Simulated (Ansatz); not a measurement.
# Hf2Ge3: the cost of one run

Program: Ansatz 0.2.0. Level of theory: DFT PBE, scalar-relativistic, plane waves, PAW. These are calculated values, not measurements.

1 further run of the same task is left out (set aside as unsound or not needed).

**1. Starting point**

It takes space group P6/mmm (No. 191, hexagonal). Conventional cell: a = 5.267 Å, b = 5.267 Å, c = 5.672 Å, α = 90.00°, β = 90.00°, γ = 120.00°. Hf (site symmetry 6mm) has 2 Hf at 2.66 to 3.01 Å and 6 Ge at 2.95 Å as nearest neighbours. Ge (site symmetry mmm) has 4 Ge at 2.63 Å and 4 Hf at 2.95 Å as nearest neighbours.

Coordinates:

```xyz
5
Lattice="5.2673 0.0000 0.0000 -2.6337 4.5617 0.0000 0.0000 0.0000 5.6724" Properties=species:S:1:pos:R:3 pbc="T T T"
Hf    0.0000    0.0000    4.1655
Hf    0.0000    0.0000    1.5068
Ge    2.6337    0.0000    2.8362
Ge   -1.3168    2.2808    2.8362
Ge    1.3168    2.2808    2.8362
```

It is the end of an earlier relaxation with the same method, from a generated guess; it is a trial structure. At a tolerance of 0.05 Å it has space group P6/mmm (No. 191); it has 27.26 Å³/atom, an uncorrected energy of +0.67 eV/atom over the elements.

**2. Electronic structure at the relaxed geometry**

File input.yaml:

```yaml
crystal:
  lattice:
    - [5.2673465146, 0.0, 0.0]
    - [-2.6336732573, 4.5616558922, 0.0]
    - [0.0, 0.0, 5.6723730011]
  atoms:
    - { symbol: Hf, position: [0.0, 0.0, 0.734353972] }
    - { symbol: Hf, position: [0.0, 0.0, 0.265646028] }
    - { symbol: Ge, position: [0.5, 0.0, 0.5] }
    - { symbol: Ge, position: [0.0, 0.5, 0.5] }
    - { symbol: Ge, position: [0.5, 0.5, 0.5] }
basis:
  ecutwfc: 420
kpoints:
  mp_grid: { grid: [12, 12, 8] }
  band_path:
    path:
      - [[0.0, 0.0, 0.0], [0.5, 0.0, 0.0], [0.33333333, 0.33333333, 0.0], [0.0, 0.0, 0.0], [0.0, 0.0, 0.5], [0.5, 0.0, 0.5], [0.33333333, 0.33333333, 0.5], [0.0, 0.0, 0.5]]
      - [[0.5, 0.0, 0.5], [0.5, 0.0, 0.0]]
      - [[0.33333333, 0.33333333, 0.5], [0.33333333, 0.33333333, 0.0]]
    npoints: 14
hamiltonian:
  xc: pbe
scf:
  occupations: { method: gaussian, width: 0.1 }
  n_extra_bands: 12
output:
  forces: true
  stress: true
  eigenvalues: true
  populations: true
  dos: { projected: true, de: 0.02, nscf_kmesh: { grid: [15, 15, 10] } }
  bader: true
  write_density: true
  write_potential: true
  elf: true
  volumetric_format: npy
```

On the command line:

```
$ ansatz run input.yaml --threads 1 --pin off --max-ram 2560MiB --backend cpu --events-out ev --progress --plain --runs-dir out
```

Q: Estimate wall time and peak memory on 1 thread of Intel Xeon at 2.70GHz, shared host.

About 3.3 min, with a peak of 1.1 GiB.
